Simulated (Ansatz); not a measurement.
# ClH4O2Si2 radical: one species, many methods

One table from this session's results is given with a row withheld; the runs are named, their logs left out.

The runs use Ansatz 0.2.0, Gaussian basis; functionals in def2-TZVPP, the program's frozen cores in correlated methods.

Plan: LDA (SPW92), PBE-D4, revPBE-D4, BLYP-D4, r2SCAN-D4, B97M-V, PBE0-D4, B3LYP-D4, r2SCANh-D4, r2SCAN0-D4, HSE06-D4, BHLYP-D4, CAM-B3LYP-D4, LC-ωPBE, ωB97X-V, ωB97M-V, B2PLYP, PBE-QIDH; CCSD(T)/def2-SVP; CCSD(T)/def2-TZVPP; MP2/def2-QZVPP; extrapolation to the limit; RPA on PBE.

1 further run of the same task is left out (it didn't finish).

### The geometry

The geometry comes from an earlier relaxation with PBE0-D4 in a triple-zeta def2 set; it is a stationary point, not always the lowest conformer.

SMILES `O[SiH][SiH](O)Cl`, 9 atoms, charge 0, spin multiplicity 2.

Atoms are counted from 1 here; the program's logs count them from 0.

Bond lengths: O1–Si2 1.654 Å, O1–H6 0.959 Å, Si2–Si3 2.331 Å, Si2–H7 1.496 Å, Si3–O4 1.639 Å, Si3–Cl5 2.069 Å, Si3–H8 1.485 Å, O4–H9 0.960 Å. Angles: Si2–O1–H6 117.7°, O1–Si2–Si3 110.0°, O1–Si2–H7 110.9°, Si3–Si2–H7 112.1°, Si2–Si3–O4 111.9°, Si2–Si3–Cl5 104.2°, Si2–Si3–H8 113.6°, O4–Si3–Cl5 111.0°, O4–Si3–H8 110.3°, Cl5–Si3–H8 105.5°, Si3–O4–H9 118.1°.

Geometry (Å):

```xyz
9
charge 0, multiplicity 2
O    -0.7422    1.2016   -1.8395
Si    0.6428    0.7382   -1.0628
Si    0.1618   -0.9257    0.4977
O    -0.9665   -0.4394    1.5822
Cl    1.9735   -1.2909    1.4269
H    -0.7515    2.0647   -2.2570
H     1.3257    1.9147   -0.4401
H    -0.2358   -2.2179   -0.1160
H    -1.3194   -1.0915    2.1915
```

Set-up of the first run:

File in.yaml:

```yaml
crystal:
  periodic: [false, false, false]
  atoms:
    - {symbol: O, position_ang: [-0.742183, 1.201629, -1.839515]}
    - {symbol: Si, position_ang: [0.642799, 0.738192, -1.062766]}
    - {symbol: Si, position_ang: [0.161817, -0.925710, 0.497707]}
    - {symbol: O, position_ang: [-0.966499, -0.439417, 1.582194]}
    - {symbol: Cl, position_ang: [1.973503, -1.290894, 1.426899]}
    - {symbol: H, position_ang: [-0.751531, 2.064724, -2.257035]}
    - {symbol: H, position_ang: [1.325716, 1.914733, -0.440071]}
    - {symbol: H, position_ang: [-0.235755, -2.217917, -0.115964]}
    - {symbol: H, position_ang: [-1.319366, -1.091540, 2.191550]}
basis:
  gaussian: {orbitals: def2-TZVPP}
magnetization: {spin_polarized: true, initial_magnetization: 1}
hamiltonian: {xc: lda}
output: {orbitals: {seedname: orbitals}}
```

Steps of the session up to this table: LDA; PBE-D4 (GGA); revPBE-D4 (GGA); BLYP-D4 (GGA); r2SCAN-D4 (meta-GGA); B97M-V (meta-GGA); PBE0-D4 (hybrid); B3LYP-D4 (hybrid); r2SCANh-D4 (hybrid); r2SCAN0-D4 (hybrid); HSE06-D4 (hybrid); BHLYP-D4 (hybrid); CAM-B3LYP-D4 (range-separated); LC-ωPBE (range-separated); ωB97X-V (range-separated); ωB97M-V (range-separated); B2PLYP (double hybrid); PBE-QIDH (double hybrid).

One table of the session follows, with a row left open; its other results are not shown here.

It belongs to the step «Frontier levels by functional». 

| functional | HOMO (eV) | LUMO (eV) | gap (eV) |
| --- | --- | --- | --- |
| LDA (SPW92) | -4.71 | -3.67 | 1.04 |
| PBE-D4 | -4.72 | -3.24 | 1.48 |
| revPBE-D4 | -4.70 | -3.10 | 1.59 |
| BLYP-D4 | -4.50 | -3.25 | 1.26 |
| r2SCAN-D4 | -5.06 | -2.83 | 2.23 |
| B97M-V | ? | ? | ? |
| PBE0-D4 | -5.85 | -2.34 | 3.51 |
| B3LYP-D4 | -5.56 | -2.71 | 2.85 |
| r2SCANh-D4 | -5.47 | -2.53 | 2.95 |
| r2SCAN0-D4 | -6.10 | -2.08 | 4.02 |
| HSE06-D4 | -5.45 | -2.72 | 2.73 |
| BHLYP-D4 | -6.78 | -1.53 | 5.24 |
| CAM-B3LYP-D4 | -7.03 | -1.42 | 5.61 |
| LC-ωPBE | -8.44 | -0.03 | 8.42 |
| ωB97X-V | -7.94 | -0.54 | 7.40 |
| ωB97M-V | -7.58 | -0.72 | 6.86 |

**Question.** Estimate the row for B97M-V.

The run gave: HOMO (eV): -4.83; LUMO (eV): -3.39; gap (eV): 1.44. In the column «HOMO (eV)» it lies between r2SCAN-D4 (-5.06) and PBE-D4 (-4.72).
